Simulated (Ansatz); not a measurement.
# HfB3: the cost of one run

Computed with Ansatz 0.2.0 (DFT PBE, scalar-relativistic, plane waves, PAW, unless a step's input says otherwise).

### 1 Starting point

Symmetry: P6/mmm, No. 191, hexagonal system. Conventional cell: a = 2.982 Å, b = 2.982 Å, c = 5.774 Å, α = 90.00°, β = 90.00°, γ = 120.00°. Around Hf (site symmetry 6/mmm) lie 6 B at 1.72 Å. Around B (site symmetry -6m2) lie 3 B at 1.72 Å and 3 Hf at 1.72 Å. B (site symmetry 6/mmm) is surrounded by 2 Hf at 2.89 Å.

Structure file:

```cif
data_structure
_symmetry_space_group_name_H-M 'P 1'
_symmetry_Int_Tables_number 1
_cell_length_a 2.9822
_cell_length_b 2.9822
_cell_length_c 5.7740
_cell_angle_alpha 90.000
_cell_angle_beta 90.000
_cell_angle_gamma 120.000
_cell_volume 44.47
loop_
_atom_site_label
_atom_site_type_symbol
_atom_site_fract_x
_atom_site_fract_y
_atom_site_fract_z
_atom_site_occupancy
Hf1 Hf 0.00000 0.00000 0.50000 1
B1 B 0.33333 0.66667 0.50000 1
B2 B 0.66667 0.33333 0.50000 1
B3 B 0.00000 0.00000 0.00000 1
```

Recipe of the guess: random cell by space group and Wyckoff sites (P6/mmm, No. 191). Its size is a rough estimate.

### 2 A first look at the guess

input.yaml

```yaml
crystal:
  lattice:
    - [2.98215429, 0.0, 0.0]
    - [-1.49107715, 2.58262137, 0.0]
    - [0.0, 0.0, 5.77396853]
  atoms:
    - { symbol: Hf, position: [0.0, 0.0, 0.5] }
    - { symbol: B, position: [0.33333333, 0.66666667, 0.5] }
    - { symbol: B, position: [0.66666667, 0.33333333, 0.5] }
    - { symbol: B, position: [0.0, 0.0, 0.0] }
basis:
  ecutwfc: 420
kpoints:
  mp_grid: { grid: [6, 6, 4] }
hamiltonian:
  xc: pbe
scf:
  occupations: { method: gaussian, width: 0.1 }
  lower_state_search: "off"
output:
  forces: true
  stress: true
  eigenvalues: true
```

Run with:

```
ansatz run input.yaml --threads 1 --pin off --max-ram 2560MiB --backend cpu --events-out ev --progress --plain --runs-dir out
```

Q: Estimate wall time and peak memory on 1 thread of Intel Xeon at 2.70GHz, shared host.

About 1.8 s, with a peak of 0.33 GiB.
